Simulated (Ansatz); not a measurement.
# Hf: the cost of one run

Program: Ansatz 0.2.0. Level of theory: DFT PBE, scalar-relativistic, plane waves, PAW. These are calculated values, not measurements.

3 further runs of the same task are left out: 1 that didn't finish, 2 set aside as unsound or not needed.

## (1) The starting structure

It takes space group P6_3/mmc (No. 194, hexagonal). Conventional cell: a = 3.205 Å, b = 3.205 Å, c = 5.068 Å, α = 90.00°, β = 90.00°, γ = 120.00°. Hf (site symmetry -6m2) has 12 Hf at 3.14 to 3.20 Å as nearest neighbours.

As a file:

```xyz
2
Lattice="3.2048 0.0000 0.0000 -1.6024 2.7754 0.0000 0.0000 0.0000 5.0676" Properties=species:S:1:pos:R:3 pbc="T T T"
Hf    0.0000    1.8503    3.8007
Hf    1.6024    0.9251    1.2669
```

It is the result of an earlier relaxation at this level (volume 22.54 Å³/atom; gap on the mesh: none (metal)).

## (2) Bulk reference on the slab's mesh

File input.yaml:

```yaml
crystal:
  lattice:
    - [3.2047645027, 0.0, 0.0]
    - [-1.6023822513, 2.7754074724, 0.0]
    - [0.0, 0.0, 5.0675772818]
  atoms:
    - { symbol: Hf, position: [0.3333333333, 0.6666666667, 0.75] }
    - { symbol: Hf, position: [0.6666666667, 0.3333333333, 0.25] }
basis:
  ecutwfc: 420
kpoints:
  mp_grid: { grid: [12, 12, 7] }
hamiltonian:
  xc: pbe
scf:
  occupations: { method: gaussian, width: 0.1 }
output:
  forces: true
  stress: true
  eigenvalues: true
```

On the command line:

```sh
> ansatz run input.yaml --threads 2 --pin off --max-ram 5632MiB --backend cpu --events-out ev --progress --plain --runs-dir out
```

**Question.** How long does this run take on 2 threads of Arm Neoverse V2, shared host, and how much memory does it need?

About 2 s, with a peak of 0.37 GiB.
